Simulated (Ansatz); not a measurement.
# B3LYP/6-31G(d) (spherical functions) run of C2H6Cl2Si (dichlorodimethylsilane)

What is the vertical ionisation energy of C2H6Cl2Si (dichlorodimethylsilane) at B3LYP/6-31G* (spherical functions)? 

The calculation is run with Ansatz 0.2.0.

81 further runs of the same task are left out: 81 set aside as unsound or not needed.

**1. The structure to begin with**

C2H6Cl2Si has 11 atoms, charge 0, and is taken as a singlet. SMILES: `C[Si](C)(Cl)Cl`. The shape is that of a PBE0-D4/def2-TZVP optimisation.

Bond lengths: C1–Si2 1.851 Å, Si2–C3 1.851 Å, Si2–Cl4 2.058 Å, Si2–Cl5 2.058 Å, C1–H6 1.093 Å, C1–H7 1.091 Å, C1–H8 1.093 Å, C3–H9 1.093 Å, C3–H10 1.091 Å, C3–H11 1.093 Å. Some angles: C1–Si2–C3 114.5°, C1–Si2–Cl4 108.6°, C1–Si2–Cl5 108.6°, C3–Si2–Cl4 108.6°, C3–Si2–Cl5 108.6°, Cl4–Si2–Cl5 107.7°, Si2–C1–H6 110.3°, Si2–C1–H7 110.5°, Si2–C1–H8 110.3°, Si2–C3–H9 110.3°.

**2. The energy at B3LYP/6-31G(d) (spherical functions)**

run.yaml

```yaml
basis:
  gaussian:
    orbitals: 6-31G_st_-spherical.json
crystal:
  periodic: [false, false, false]
  atoms:
    - {symbol: C, position_ang: [-1.474780, 0.260330, 0.569630]}
    - {symbol: Si, position_ang: [0.049440, 0.400780, -0.470390]}
    - {symbol: C, position_ang: [1.413930, -0.753620, 0.009340]}
    - {symbol: Cl, position_ang: [-0.457830, 0.039560, -2.432040]}
    - {symbol: Cl, position_ang: [0.750400, 2.332220, -0.351670]}
    - {symbol: H, position_ang: [-1.240880, 0.476080, 1.614990]}
    - {symbol: H, position_ang: [-2.234960, 0.966850, 0.231850]}
    - {symbol: H, position_ang: [-1.886320, -0.749770, 0.503510]}
    - {symbol: H, position_ang: [1.724400, -0.565080, 1.039920]}
    - {symbol: H, position_ang: [2.278000, -0.616910, -0.643230]}
    - {symbol: H, position_ang: [1.078600, -1.790430, -0.071900]}
magnetization:
  spin_polarized: false
  initial_magnetization: 0
hamiltonian:
  xc: {name: B3LYP}
accuracy: high
output:
  orbitals: {seedname: orbitals}
```

The basis set 6-31G* is read from a file made from the Basis Set Exchange's data (not shown).

Launch:

```sh
$ ansatz run run.yaml --threads 1 --pin off --max-ram 3480MiB --events-out events.jsonl --progress --plain --runs-dir runs
```

What it wrote:

```text
Warning: RAYON_NUM_THREADS=1 ignored (pool sized by the plan → 1); use --threads N
Functional definition: B3LYP
  name "B3LYP"
  parameter a0 = 0.2
  parameter ax = 0.72
  parameter ac = 0.81
  exchange = (1 - a0 - ax)*slater_x + ax*b88_x + a0*exact_x
  correlation = (1 - ac)*vwn_rpa_c + ac*lyp_c
2181 factors; integrals over basis functions are off by at most 5.2e-9 eV
mean field evaluation 1: about -35090.4379 eV, gradient 5.7e1 eV
mean field evaluation 2: about -35088.1322 eV, gradient 6.1e1 eV
mean field evaluation 4: about -35098.0063 eV, gradient 1.7e0 eV
mean field evaluation 8: about -35098.2246 eV, gradient 1.5e-1 eV
mean field evaluation 16: about -35098.2247 eV, gradient 1.1e-5 eV
mean field -35098.22468973 eV, -1289.8359669164 hartree, gradient 7.3e-8 eV, S^2 0.000000; 0 other end points of the search recorded, 0 dependent functions left out
reference -35098.22473088 eV, -1289.8359684288 hartree; 33, 33 occupied and 61, 61 virtual orbitals, 2181 factors
Total energy: -35098.22473088 eV, -1289.8359684288 hartree
```

It took 14 s on 1 thread of Arm Neoverse V1, shared host; peak memory 0.38 GiB.

**3. The doublet cation, same level**

in.yaml

```yaml
crystal:
  periodic: [false, false, false]
  atoms:
    - {symbol: C, position_ang: [-1.474780, 0.260330, 0.569630]}
    - {symbol: Si, position_ang: [0.049440, 0.400780, -0.470390]}
    - {symbol: C, position_ang: [1.413930, -0.753620, 0.009340]}
    - {symbol: Cl, position_ang: [-0.457830, 0.039560, -2.432040]}
    - {symbol: Cl, position_ang: [0.750400, 2.332220, -0.351670]}
    - {symbol: H, position_ang: [-1.240880, 0.476080, 1.614990]}
    - {symbol: H, position_ang: [-2.234960, 0.966850, 0.231850]}
    - {symbol: H, position_ang: [-1.886320, -0.749770, 0.503510]}
    - {symbol: H, position_ang: [1.724400, -0.565080, 1.039920]}
    - {symbol: H, position_ang: [2.278000, -0.616910, -0.643230]}
    - {symbol: H, position_ang: [1.078600, -1.790430, -0.071900]}
basis:
  gaussian: {orbitals: 6-31G_st_-spherical.json}
total_charge: 1
magnetization: {spin_polarized: true, initial_magnetization: 1}
hamiltonian: {xc: {name: B3LYP}}
accuracy: high
output: {orbitals: {seedname: orbitals}}
```

The basis set 6-31G* is read from a file made from the Basis Set Exchange's data (not shown).

Launch:

```sh
$ ansatz run in.yaml --threads 1 --pin off --max-ram 3480MiB --events-out events.jsonl --progress --plain --runs-dir runs
```

What it wrote:

```text
Warning: RAYON_NUM_THREADS=1 ignored (pool sized by the plan → 1); use --threads N
[... 7 set-up lines as earlier in the session ...]
2179 factors; integrals over basis functions are off by at most 5.2e-9 eV
mean field evaluation 1: about -35075.1344 eV, gradient 5.0e1 eV
mean field evaluation 2: about -35062.3811 eV, gradient 6.4e1 eV
mean field evaluation 4: about -35086.3359 eV, gradient 1.2e1 eV
mean field evaluation 8: about -35087.7788 eV, gradient 8.2e-1 eV
mean field evaluation 16: about -35087.7830 eV, gradient 3.5e-3 eV
mean field evaluation 32: about -35087.7830 eV, gradient 2.4e-6 eV
mean field -35087.78302405 eV, -1289.4522427803 hartree, gradient 6.6e-8 eV, S^2 0.753848; 5 other end points of the search recorded, 0 dependent functions left out
reference -35087.78306483 eV, -1289.4522442791 hartree; 33, 32 occupied and 61, 62 virtual orbitals, 2179 factors
Total energy: -35087.78306483 eV, -1289.4522442791 hartree
```

It took 44 s on 1 thread of Arm Neoverse V1, shared host; peak memory 0.57 GiB.

**4. Summary of results**

Level: B3LYP/6-31G* (spherical functions).

| quantity | value |
| --- | --- |
| singlet C2H6Cl2Si: total energy | -1289.83597 Eh |
| singlet C2H6Cl2Si: HOMO energy | -8.31 eV |
| singlet C2H6Cl2Si: LUMO energy | 0.92 eV |
| singlet C2H6Cl2Si: HOMO–LUMO gap | 9.23 eV |
| doublet cation: total energy | -1289.45224 Eh |
| doublet cation: HOMO energy (highest over α and β) | -14.10 eV |
| doublet cation: LUMO energy (lowest over α and β) | -12.58 eV |
| doublet cation: ⟨S²⟩ | 0.754 |
| vertical ionisation energy (to the doublet cation) | 10.442 eV |

In words: The vertical ionisation energy comes to 10.44 eV (1007 kJ/mol). −ε(HOMO) before ionisation, 8.31 eV, is 2.13 eV below this ionisation energy.
